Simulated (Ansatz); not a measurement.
This script for a band structure of YbSi₂, space group P6/mmm with the Ansatz DFT code, driven from Python holds a mistake.

The script, `bands.py`:
```python
import ansatz
from ase import Atoms
import matplotlib.pyplot as plt
import numpy as np

atoms = Atoms(
    ["Yb", "Si", "Si"],
    scaled_positions=[
        (0.0, 0.0, 0.0),
        (2 / 3, 1 / 3, 0.5),
        (1 / 3, 2 / 3, 0.5),
    ],
    cell=[
        (4.085802, 0.0, 0.0),
        (-2.042901, 3.538409, 0.0),
        (0.0, 0.0, 4.112152),
    ],
    pbc=True,
)
structure = ansatz.Crystal.from_ase(atoms)

path = [
    ("G", (0.0, 0.0, 0.0)),
    ("M", (0.5, 0.0, 0.0)),
    ("K", (0.33333, 0.33333, 0.0)),
    ("G", (0.0, 0.0, 0.0)),
    ("A", (0.0, 0.0, 0.5)),
    ("L", (0.5, 0.0, 0.5)),
]
calc = structure.calculation()
calc = calc.functional("pbesol")
calc = calc.pseudopotentials("paw")
calc = calc.basis(31 * ansatz.Ry)
calc = calc.kpoints(0, 4, 4)
calc = calc.occupations("gaussian", width=0.1)
calc = calc.band_structure([point for _, point in path], intervals=8)
calc = calc.scf(extra_bands=8)
calc = calc.bader_charges()
calc = calc.band_table()
done = calc.run(threads=1)
r = done.report

n_atoms = len(r["lattice"]["sites"])
print("F =", round(r["free_energy_ev"], 4), "eV for", n_atoms, "atoms")
print("E(sigma -> 0) =", round(r["energy_sigma0_ev"], 4), "eV, TS =", round(r["entropy_ts_ev"], 5), "eV")
print("closed by", r["closed_by"], "after", r["n_iterations"], "iterations")

charges = done.bader_charges()
for atom in charges.atoms:
    print(f"Bader charge {atom.symbol:2s} {atom.partial_charge_e:+.3f} e")

table = np.array(r["eigenvalues_ev"]) - r["fermi_energy_ev"]
filling = np.array(r["occupations"])
weights = np.tile(r["kweights"], len(table) // len(r["kweights"]))
print("band   lowest  highest (eV from E_F)  electrons")
for band in range(table.shape[1]):
    if table[:, band].max() > -12:
        print(f"{band + 1:4d} {table[:, band].min():8.3f} {table[:, band].max():8.3f} {weights @ filling[:, band]:18.4f}")
print("electrons counted from the table:", round(float(weights @ filling.sum(axis=1)), 5))

bands = done.band_structure()
fermi = bands.fermi_energy_ev
print(f"zero of the bands: {fermi:.3f} eV, the Fermi level found on the SCF mesh")
reciprocal = 2 * np.pi * np.linalg.inv(done.lattice.cell_ang).T
steps = np.linalg.norm(np.diff(bands.kpoints_frac @ reciprocal, axis=0), axis=1)
distance = np.concatenate([[0], np.cumsum(steps)])
fig, ax = plt.subplots(figsize=(5, 4))
for channel, colour in zip(bands.channels, ("C0", "C3")):
    ax.plot(distance, channel.eigenvalues_ev - fermi, colour, lw=1)
ax.set_xticks(distance[::8], [label for label, _ in path])
ax.set(ylim=(-6, 6), ylabel="E - E_F (eV)", xlim=(0, distance[-1]))
ax.grid(axis="x")
fig.savefig("bands.png", dpi=100)
first = bands.channels[0].eigenvalues_ev - fermi
near = np.argsort(np.abs(first.mean(axis=0)))[:4]
for band in sorted(near):
    print(f"band {band + 1}: {first[:, band].min():.3f} to {first[:, band].max():.3f} eV")
```

```console
$ python bands.py
Traceback (most recent call last):
  File "bands.py", line 40, in <module>
    done = calc.run(threads=1)
  ...
ansatz.RefusalError: invalid value for `kpoints.mp_grid.grid`: each dimension must be in 1..=255
$ echo $?
1
```
(Library frames cut from the traceback.)

What is wrong, and how is it mended?

The fault: a mesh division is zero. Mended:

```diff
--- before
+++ after
@@ -33,3 +33,3 @@
 calc = calc.basis(31 * ansatz.Ry)
-calc = calc.kpoints(0, 4, 4)
+calc = calc.kpoints(mesh=(7, 7, 6))
 calc = calc.occupations("gaussian", width=0.1)
```

The mended script runs so:

`python bands.py` gives:
```text
F = -14921.0547 eV for 3 atoms
E(sigma -> 0) = -14921.0514 eV, TS = 0.0066 eV
closed by deck_thresholds after 8 iterations
Bader charge Yb +1.291 e
Bader charge Si -0.646 e
Bader charge Si -0.646 e
band   lowest  highest (eV from E_F)  electrons
   5  -11.866   -9.150             2.0000
   6   -8.369   -2.905             2.0000
   7   -5.747   -2.400             2.0000
   8   -3.934   -1.546             2.0000
   9   -2.642   -0.581             2.0000
  10   -1.026   -0.572             2.0000
  11   -0.670   -0.514             2.0000
  12   -0.670   -0.510             2.0000
  13   -0.578   -0.421             2.0000
  14   -0.578   -0.370             2.0000
  15   -0.516   -0.370             2.0000
  16   -0.443    0.215             1.8823
  17   -0.259    1.945             0.1108
  18   -0.077    3.678             0.0069
  19    0.891    5.071             0.0000
  20    1.873    5.196             0.0000
  21    2.815    5.776             0.0000
  22    3.764    6.127             0.0000
  23    4.814    7.186             0.0000
  24    4.909    9.500             0.0000
electrons counted from the table: 32.0
zero of the bands: 11.347 eV, the Fermi level found on the SCF mesh
band 13: -0.581 to -0.421 eV
band 14: -0.578 to -0.370 eV
band 15: -0.486 to -0.370 eV
band 16: -0.441 to 0.276 eV
```

Total energies depend on the potentials; only differences at equal settings carry meaning. A total without «per atom» is that of the cell as typed. Semilocal functionals put the nearly full 4f shell of Yb too close to the Fermi level. The computed bands are complete only to about 4.9 eV above the Fermi level. The mesh is modest for a metal, so energies can be off by several to tens of meV an atom and pressures by half a GPa or more; differences at equal mesh fare better. This cell is a computed structure, which may not be the phase found in nature. Gaps and levels are Kohn-Sham values on a finite set of k-points, without spin-orbit coupling. Wall time of the script: 19 s on 1 thread of Arm Neoverse V1 (shared host), peak memory 0.43 GiB.

(Lines on the test bed's own set-up are left out of the output.)
